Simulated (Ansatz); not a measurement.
# FeCoC4N4: the cost of one run

Program: Ansatz 0.2.0. Level of theory: DFT PBE, scalar-relativistic, plane waves, PAW. These are calculated values, not measurements.

1 further run of the same task is left out (it didn't finish). Runs told in other sessions of the task aren't counted.

### Step 1. The structure to begin with

It takes space group P-43m (No. 215, cubic). The conventional cell has a = 5.909 Å, b = 5.909 Å, c = 5.909 Å, α = 90.00°, β = 90.00°, γ = 90.00°. Around Fe (site symmetry -43m) lie 4 N at 2.03 Å. Co (site symmetry -43m) has 4 C at 1.92 Å in its first shell of neighbours. Around C (site symmetry 3m) lie 1 N at 1.17 Å and 1 Co at 1.92 Å. N (site symmetry 3m) is surrounded by 1 C at 1.17 Å and 1 Fe at 2.03 Å.

As a file:

```
Fe Co C N
1.0
     5.90860    0.00000    0.00000
     0.00000    5.90860    0.00000
     0.00000    0.00000    5.90860
Fe Co C N
1 1 4 4
Cartesian
  2.9543 2.9543 2.9543
  0.0000 0.0000 0.0000
  1.1068 1.1068 1.1068
  1.1068 4.8018 4.8018
  4.8018 1.1068 4.8018
  4.8018 4.8018 1.1068
  1.7823 1.7823 1.7823
  1.7823 4.1263 4.1263
  4.1263 1.7823 4.1263
  4.1263 4.1263 1.7823
```

Recipe of the guess: two interpenetrating cyanide-bridged diamond nets (P-43m, No. 215). Lengths come from tabulated atomic sizes and are only a guess.

### Step 2. The guess as it stands, on a coarse mesh

Contents of input.yaml:

```yaml
crystal:
  lattice:
    - [5.90860265, 0.0, 0.0]
    - [0.0, 5.90860265, 0.0]
    - [0.0, 0.0, 5.90860265]
  atoms:
    - { symbol: Fe, position: [0.5, 0.5, 0.5], spin: 4.0 }
    - { symbol: Co, position: [0.0, 0.0, 0.0], spin: 3.0 }
    - { symbol: C, position: [0.18731679, 0.18731679, 0.18731679] }
    - { symbol: C, position: [0.18731679, 0.81268321, 0.81268321] }
    - { symbol: C, position: [0.81268321, 0.18731679, 0.81268321] }
    - { symbol: C, position: [0.81268321, 0.81268321, 0.18731679] }
    - { symbol: "N", position: [0.30164159, 0.30164159, 0.30164159] }
    - { symbol: "N", position: [0.30164159, 0.69835841, 0.69835841] }
    - { symbol: "N", position: [0.69835841, 0.30164159, 0.69835841] }
    - { symbol: "N", position: [0.69835841, 0.69835841, 0.30164159] }
basis:
  ecutwfc: 420
kpoints:
  mp_grid: { grid: [4, 4, 4] }
hamiltonian:
  xc: pbe
scf:
  occupations: { method: gaussian, width: 0.1 }
  lower_state_search: "off"
output:
  forces: true
  stress: true
  eigenvalues: true
  populations: true
magnetization:
  spin_polarized: true
```

The run is started by

```sh
$ ansatz run input.yaml --threads 1 --pin off --max-ram 2560MiB --backend cpu --events-out ev --progress --plain --runs-dir out
```

What time and memory should one allow on 1 thread of Intel Xeon at 2.50GHz (Skylake/Cascade Lake), shared host?

About 57 s, with a peak of 0.52 GiB.
